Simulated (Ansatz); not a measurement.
# C2HClF2Zr: how energies converge with the basis set

Aim: see how fast density functionals converge with the basis set for C2HClF2Zr.

Program: Ansatz 0.2.0, Gaussian basis. Level of theory: one geometry, several basis sets. These are calculated values, not measurements.

Levels to be run: PBE0-D4/def2-SVP; ωB97M-V/def2-SVP; PBE0-D4/def2-QZVPP; ωB97M-V/def2-QZVPP; the functionals' def2-TZVPP values are taken from earlier runs.

## Step 1: Structure used throughout

The geometry comes from an earlier relaxation with PBE0-D4 in a triple-zeta def2 set; it is a stationary point, not always the lowest conformer. Zr takes the def2 core potential; no spin-orbit term is included.

SMILES `C#[C][Zr]([F])([F])[Cl]`, 7 atoms, charge 0, spin multiplicity 1.

Atoms are counted from 1 here; the program's logs count them from 0.

Bond lengths: C1–C2 1.215 Å, C1–H7 1.068 Å, C2–Zr3 2.167 Å, Zr3–F4 1.885 Å, Zr3–F5 1.885 Å, Zr3–Cl6 2.335 Å. Angles: C2–C1–H7 180.0°, C1–C2–Zr3 179.4°, C2–Zr3–F4 108.7°, C2–Zr3–F5 108.7°, C2–Zr3–Cl6 108.9°, F4–Zr3–F5 109.5°, F4–Zr3–Cl6 110.5°, F5–Zr3–Cl6 110.5°.

## Step 2: PBE0-D4 in def2-SVP

File in.yaml:

```yaml
crystal:
  periodic: [false, false, false]
  atoms:
    - {symbol: C, position_ang: [1.694350, -0.989679, 1.071175]}
    - {symbol: C, position_ang: [0.778304, -0.463976, 0.470649]}
    - {symbol: Zr, position_ang: [-0.848843, 0.462938, -0.619315]}
    - {symbol: F, position_ang: [-2.024903, -0.884533, -1.213578]}
    - {symbol: F, position_ang: [-0.137925, 1.377542, -2.105924]}
    - {symbol: Cl, position_ang: [-1.960168, 1.949075, 0.797783]}
    - {symbol: H, position_ang: [2.499184, -1.451376, 1.599201]}
basis:
  gaussian: {orbitals: def2-SVP}
hamiltonian: {xc: pbe0, dispersion: d4}
output: {orbitals: {seedname: orbitals}}
```

Started as:

```
$ ansatz run in.yaml --threads 4 --pin off --events-out ev --progress --plain --max-ram 10444MiB
```

The runs that follow: ωB97M-V in def2-SVP; PBE0-D4 in def2-QZVPP; ωB97M-V in def2-QZVPP.

Before running them: what should the planned runs give, taken together? Wanted: PBE0-D4: double and triple zeta above quadruple; ωB97M-V: double and triple zeta above quadruple.

As calculated:

```
                                       quantity           value
PBE0-D4: double and triple zeta above quadruple  14.50, 0.85 eV
ωB97M-V: double and triple zeta above quadruple  14.63, 0.80 eV
```

**Reading.** For PBE0-D4 the step from double to triple zeta gains 13.65 eV and the next only 0.85 eV. These are total energies; as a rule much of such shifts cancels in differences, which this series doesn't test.
